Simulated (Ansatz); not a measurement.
# Sn2Pt, space group Fm-3m: a frozen displacement of one atom

Program: Ansatz 0.2.0 through its Python package.

The cells in order, each with its output:

In [1]:
```python
import ansatz as az
import numpy as np
from pymatgen.core import Lattice, Structure
from pymatgen.io.ase import AseAtomsAdaptor
```

In [2]:
```python
CUTOFF = 750
XC = "r2scan"
K_DENSITY = 3.4
SMEARING_WIDTH = 0.15
```

In [3]:
```python
pmg_structure = Structure(
    Lattice([(0.0, 3.2125, 3.2125), (3.2125, 0.0, 3.2125), (3.2125, 3.2125, 0.0)]),
    ["Sn", "Sn", "Pt"],
    [
        (0.25, 0.25, 0.25),
        (0.75, 0.75, 0.75),
        (0.0, 0.0, 0.0),
    ],
)
xtal = az.Crystal.from_ase(AseAtomsAdaptor.get_atoms(pmg_structure))
```

In [4]:
```python
xtal.resolved().sites[-1]
```
Out [4]:
```text
Site(symbol='Pt', position=(0.0, 0.0, 0.0), moment=None, axis=None, held=None, saved=None)
```

In [5]:
```python
inverse = np.linalg.inv(np.array(xtal.lattice.vectors))
home = np.array(xtal.sites[0].position)
values = np.linspace(-0.02, 0.02, 5)
energies, pulls = [], []
for shift in values:
    moved = xtal.move(0, to=home + shift * inverse[2])
    calc = (
        moved.calculation()
        .basis(CUTOFF, xc_grid=2)
        .functional(XC)
        .kpoints(density=K_DENSITY)
        .occupations(az.OccupationsMethod.GAUSSIAN, width=SMEARING_WIDTH)
        .forces()
    )
    r = calc.run(threads=1, pin="off").report
    energies.append(r["free_energy_ev"])
    pulls.append(r["forces_ev_ang"][0][2])
```

In [6]:
```python
# the force is minus the slope of the free energy
print("shift (A)   dE (eV)   force along z (eV/A)")
for shift, e, f in zip(values, energies, pulls):
    print(f"{shift:8.3f} {e - energies[2]:10.5f} {f:12.4f}")
print(f"stiffness from energies {2 * np.polyfit(values, energies, 2)[0]:.3f}, from forces {-np.polyfit(values, pulls, 1)[0]:.3f} eV/A^2")
```
```text
shift (A)   dE (eV)   force along z (eV/A)
  -0.020    0.00108       0.1078
  -0.010    0.00027       0.0537
   0.000    0.00000      -0.0000
   0.010    0.00027      -0.0536
   0.020    0.00108      -0.1078
stiffness from energies 5.382, from forces 5.386 eV/A^2
```

The curvature of the energy gives 5.382 eV/Å² and the slope of the force 5.386 eV/Å², a positive curvature.

Reading the output:
- These settings explore the input space; cutoff and mesh may be short of convergence.
- In a metal a curvature from energy changes of a few meV or less hangs on mesh and smearing, in size and even in sign.
- Of the deposited cell: the entry's cell lengths or inner coordinates differ somewhat from later room-temperature determinations.
- Spin-orbit coupling, which matters for elements this heavy, is left out.
- The structure is a deposited one; some such entries were measured under pressure or heat, so a shift against it needn't be the functional's error alone.
- All periodic images of the atom move with it, so the curvature is one diagonal element of the zone-centre force constants and no normal mode; a positive value doesn't exclude soft modes in which several atoms move.
- It ran for 110 s on 1 thread of Arm Neoverse V1, with other jobs on the host, peak memory 0.62 GiB.
